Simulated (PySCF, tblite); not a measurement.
# C8H13Cl: geometry, infrared bands and NMR shifts

Aim: predict the infrared bands and NMR shifts of C8H13Cl (`C=C[C@@H]1CCCC[C@@H]1Cl`).

Computed with tblite 0.8.0 and PySCF 2.14.0, with density-fitted response routines of our own, on a single molecule in the gas phase. Atoms are numbered from 0 throughout.

## (1) Starting geometry

22 atoms, charge 0, multiplicity 1; geometry from: force field or distance geometry start.

Bonds of the start (Å): C0–C1 1.32, C1–C2 1.52, C2–C3 1.52, C3–C4 1.52, C4–C5 1.52, C5–C6 1.53, C6–C7 1.53, C7–Cl8 1.80, C7–C2 1.55, C0–H9 1.08, C0–H10 1.10, C1–H11 1.10, C2–H12 1.09, C3–H13 1.10, C3–H14 1.09, C4–H15 1.09, C4–H16 1.09, C5–H17 1.10, C5–H18 1.10, C6–H19 1.10, C6–H20 1.09, C7–H21 1.10.

## (2) Relaxing the molecule with GFN2-xTB

The job: settings as JSON, then the geometry in Å.

```
{"job": {"kind": "relax", "xc": "GFN2-xTB", "basis": "xTB"}, "charge": 0, "multiplicity": 1}
C     -3.186500     0.270700    -0.717800
C     -2.192700     0.106000     0.139500
C     -0.717100     0.068600    -0.238400
C     -0.094700    -1.273900     0.117200
C      1.368000    -1.351800    -0.303000
C      2.184900    -0.185000     0.230700
C      1.554800     1.168400    -0.106400
C      0.092400     1.262900     0.336400
Cl     0.007500     1.347000     2.129100
H     -3.027700     0.407200    -1.775700
H     -4.228100     0.279000    -0.374000
H     -2.430100    -0.037600     1.205200
H     -0.676600     0.159700    -1.327400
H     -0.156200    -1.461200     1.203700
H     -0.649800    -2.088300    -0.355900
H      1.416700    -1.345700    -1.394100
H      1.809600    -2.293700     0.026700
H      2.296800    -0.294700     1.319200
H      3.201400    -0.221200    -0.179900
H      2.147000     1.973900     0.357500
H      1.606000     1.323900    -1.184200
H     -0.336100     2.205300    -0.029200
```

Run with:

```
OMP_NUM_THREADS=1 python probes_run.py task.json out
```

The driver reads the jobs from task.json and runs them one after another.

**Question.** This job is followed by: GFN2-xTB harmonic vibrations, gas phase; GIAO PBE0/pcSseg-1 NMR shielding, non-relativistic, gas phase. What will the session give for the following? strongest single infrared mode (GFN2-xTB); zero-point energy (GFN2-xTB); 13C shifts against TMS (PBE0/pcSseg-1); 1H shifts against TMS (PBE0/pcSseg-1); 35Cl shifts against HCl (PBE0/pcSseg-1); surface potential, 1st and 99th percentile.

**Answer**, as computed:

| quantity | value |
| --- | --- |
| strongest single infrared mode (GFN2-xTB) | 2988 cm⁻¹, 95 km/mol |
| zero-point energy (GFN2-xTB) | 119.5 kcal/mol |
| 13C shifts against TMS (PBE0/pcSseg-1) | 152.5, 120.2, 69.1, 53.9, 38.5, 29.7, 29.7, 22.9 ppm |
| 1H shifts against TMS (PBE0/pcSseg-1) | 6.48, 5.35, 5.25, 4.19, 2.08, 2.07, 2.00, 1.97, 1.82, 1.65, 1.42, 1.36, 1.19 ppm |
| 35Cl shifts against HCl (PBE0/pcSseg-1) | 98 ppm |
| surface potential, 1st and 99th percentile | -0.78 V and 0.81 V |

What this shows: Relaxing lowered the energy by 0.101 eV in 37 steps; the close pair that moved most is C1–C2, from 1.524 to 1.499 Å. No mode is imaginary among the 60: a minimum at this level. Unscaled tight-binding wavenumbers are off by several per cent, some by more. Its intensities can rank the bands wrongly. C1 (alkene CH) lies farthest downfield among carbon, at 152.5 ppm; the olefinic region. H11 (hydrogen on an alkene CH) lies farthest downfield among hydrogen, at 6.48 ppm; olefinic region. At PBE0/pcSseg-1: Shielding is most anisotropic at Cl8 (span 342 ppm, paramagnetic term -297 ppm).
